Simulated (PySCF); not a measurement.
# The bond of RbS+, level by level

What are the lowest state that PBE0 finds, the bond length, vibrational wavenumber and bond energy of RbS+, and how much do these hang on the method?

Computed with PySCF 2.14.0. Level: Rb def2-SVPD with ECP28, S def2-SVPD, scalar-relativistic core potentials.

### Step 1. The job

Settings of the job:

```yaml
atoms: Rb, S
charge: 1
basis: Rb def2-SVPD with ECP28, S def2-SVPD
Hamiltonian: scalar-relativistic core potentials
basis_functions: 54
electrons_treated: 24
masses_in_u: 84.9118, 31.9721
levels: PBE0, PBE, r²SCAN, M06-L, TPSSh, M06-2X, LC-ωPBE, HF, MP2, SCS-MP2, CCSD, CCSD(T)
grid: 80 radial by 434 angular points
occupations: held fixed by the projection of orbital angular momentum
dissociation_limit: Rb+ + S, each in its ground configuration
starting_distance_in_angstrom: 3.145
values_of_2S_to_try: 0, 2
```

Command:

```bash
$ OMP_NUM_THREADS=1 python dia.py task.json out
```

After this run come: First curve: PBE0; Higher solutions at PBE0; PBE (GGA); r²SCAN; M06-L; TPSSh (hybrid meta-GGA); M06-2X (hybrid meta-GGA); LC-ωPBE; UHF; Adding correlation.

Before running it: what results should come out? Wanted: for each run, Re; ωe; De; μ.

As calculated:

Lowest PBE0 solution found, without spin–orbit coupling: ³Σ⁻ (triplet), unpaired electrons π ↑↑. State 2 has its PBE0 minimum 0.27 eV higher. State 3 has its PBE0 minimum 0.43 eV higher, as a spin-mixed determinant (⟨S²⟩ = 1.01), so this is no gap between pure states. State 4 has its PBE0 minimum 0.69 eV higher, as a spin-mixed determinant (⟨S²⟩ = 1.01), so this is no gap between pure states. The other levels ran on the lowest alone.

```
      level  Re (Å)  ωe (cm⁻¹)  De (eV)  μ (D)
        UHF   3.672       81.7    0.246  -3.67
    UHF-MP2   3.581       90.7    0.297    n/a
UHF-SCS-MP2   3.598       89.0    0.289    n/a
   UHF-CCSD   3.587       90.4    0.296    n/a
UHF-CCSD(T)   3.585       90.8    0.300    n/a
        PBE   3.562       89.4    0.304  -3.23
     r²SCAN   3.574       89.9    0.287  -3.37
      M06-L   3.568       91.0    0.266  -3.43
      TPSSh   3.576       86.3    0.282  -3.34
       PBE0   3.546       90.7    0.295  -3.30
     M06-2X   3.493      100.1    0.313  -3.22
    LC-ωPBE   3.551       88.7    0.273  -3.40
```

De is counted to Rb+ + S in their ground configurations. A positive dipole points from Rb to S; in an ion it is taken about the centre of mass and does not tell which atom is negative.

The methods spread over 0.179 Å in bond length, from M06-2X to UHF. CCSD(T) can't serve as the judge here: for a weak bond in this basis it is far from its limit. Among the levels with a De in the table, it runs from 0.246 eV (UHF) to 0.313 eV (M06-2X).

Correlated steps freeze 5 core orbitals. The bond is weak, and basis-set superposition, which was not computed, may be a sizeable part of it. Spin–orbit coupling is left out.
